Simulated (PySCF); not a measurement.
# BH2Br− (SMILES [BH2-]Br): UCISD/STO-3G

Aim: the vertical doublet–quartet gap of BH2Br− at UCISD/STO-3G, from 2 runs. 

The results are computed with PySCF 2.14.0.

7 further runs of the same task are left out: 7 set aside as unsound or not needed.

**1. Starting point**

BH2Br− has 4 atoms, charge -1, and is taken as a doublet. SMILES: `[BH2-]Br`. Geometry: relaxed at GFN2-xTB.

Bond lengths: B1–Br2 2.076 Å, B1–H3 1.213 Å, B1–H4 1.213 Å. Angles: Br2–B1–H3 109.1°, Br2–B1–H4 109.1°, H3–B1–H4 115.9°.

**2. A single-point energy at UCISD/STO-3G**

job.py reads:

```python
from pyscf import gto, ci

mol = gto.Mole()
mol.atom = '''
B   -0.380570   0.148840   0.001750
Br   1.540060   0.580870   0.661540
H   -0.770230  -0.861690   0.547550
H   -0.389260   0.131980  -1.210840
'''
mol.verbose = 3
mol.spin = 1
mol.basis = 'sto-3g'
mol.max_memory = 1860
mol.charge = -1
mol.build()

mf = mol.UHF()
mf.conv_tol = 1e-10
mf.kernel()
if not mf.converged:
    mf = mf.newton().run(mf.mo_coeff, mf.mo_occ)

cisd = ci.CISD(mf, frozen=10)
cisd.kernel()
e_tot = cisd.e_tot
print('E(%s) = %.9f' % ('CISD', e_tot))
```

Launch:

```console
OMP_NUM_THREADS=1 python job.py
```

The log of the run:

```text
converged SCF energy = -2570.05837716157  <S^2> = 0.75616096  2S+1 = 2.0061515
E(UCISD) = -2570.104477451368  E_corr = -0.04610028979344105
E(CISD) = -2570.104477451
```

Run time: 0.62 s. Hardware: 1 thread of Arm Neoverse V2, shared host; peak memory 0.12 GiB.

**3. The quartet**

calc.py reads:

```python
from pyscf import gto, scf, ci

molecule = gto.M(
    atom='B -0.380570 0.148840 0.001750; Br 1.540060 0.580870 0.661540; H -0.770230 -0.861690 0.547550; H -0.389260 0.131980 -1.210840',
    basis='sto-3g',
    max_memory=1860,
    charge=-1,
    verbose=3,
    spin=3,
)

mf = scf.UHF(molecule)
mf.conv_tol = 1e-10
mf.kernel()
if not mf.converged:
    mf = mf.newton().run(mf.mo_coeff, mf.mo_occ)

cisd = ci.CISD(mf, frozen=10)
cisd.kernel()
energy = cisd.e_tot
print('E = %.10f Eh' % energy)
```

Launch:

```console
OMP_NUM_THREADS=1 python calc.py
```

The log of the run:

```text
WARN: HOMO 0.170904076326041 >= LUMO -0.409124243245085

WARN: HOMO 0.393579607731579 >= LUMO 0.267832990060666

WARN: HOMO 0.352149981127136 >= LUMO 0.286655739501468

WARN: HOMO 0.355625238021581 >= LUMO 0.293008390894136

WARN: HOMO 0.357995546832134 >= LUMO 0.318300123761524

WARN: HOMO 0.360617230026153 >= LUMO 0.302038575607153

WARN: HOMO 0.363885017956512 >= LUMO 0.318389937133709

WARN: HOMO 0.361154371177923 >= LUMO 0.307719573967321

WARN: HOMO 0.362257943742025 >= LUMO 0.312242199097981

WARN: HOMO 0.362203465993235 >= LUMO 0.312633090539103

WARN: HOMO 0.362209397514441 >= LUMO 0.312507070014092

WARN: HOMO 0.362173160608441 >= LUMO 0.312360453403783

WARN: HOMO 0.362175233652316 >= LUMO 0.31236524345824

WARN: HOMO 0.362175000708431 >= LUMO 0.312364423883482

WARN: HOMO 0.362174958283799 >= LUMO 0.312364737984974

WARN: HOMO 0.362174839086357 >= LUMO 0.312365648382146

WARN: HOMO 0.36217423597146 >= LUMO 0.31236743057176

WARN: HOMO 0.362173817820519 >= LUMO 0.312363739619161

WARN: HOMO 0.362173973513174 >= LUMO 0.312364590770763

converged SCF energy = -2569.66020846039  <S^2> = 3.7572298  2S+1 = 4.0036133
E(UCISD) = -2569.696822726572  E_corr = -0.03661426618239805
E = -2569.6968227266 Eh
```

It took 0.58 s on 1 thread of Arm Neoverse V2, shared host; peak memory 0.1 GiB.

**4. Summary of results**

At UCISD/STO-3G, 10 core orbitals frozen:

| quantity | value |
| --- | --- |
| doublet: total energy | -2570.10448 Eh |
| doublet: HOMO energy (Hartree–Fock orbitals) (highest over α and β) | 1.79 eV |
| doublet: LUMO energy (Hartree–Fock orbitals) (lowest over α and β) | 17.74 eV |
| doublet: correlation energy (10 core orbitals frozen) | -46.1 mEh |
| doublet: ⟨S²⟩ of the reference determinant | 0.756 |
| quartet: total energy | -2569.69682 Eh |
| quartet: HOMO energy (Hartree–Fock orbitals) (highest over α and β) | 9.86 eV |
| quartet: correlation energy (10 core orbitals frozen) | -36.6 mEh |
| quartet: ⟨S²⟩ of the reference determinant | 3.757 |
| vertical energy of the quartet above the doublet | 11.093 eV |

In words: At this shape the quartet lies 11.09 eV (256 kcal/mol) above the doublet. For an anion a state so high probably lies above electron detachment. In a minimal basis such a difference can be off by several eV, whatever the method. The HOMO (doublet) lies at positive energy, 1.79 eV: the electron is unbound at this level or held by a compact basis; values depend on the basis. Mulliken charges (quartet) of the mean-field density run from -0.48 on B1 to +0.01 on Br2; they depend strongly on the basis. The HOMO (quartet) lies at positive energy, 9.86 eV: the electron is unbound at this level or held by a compact basis; values depend on the basis.
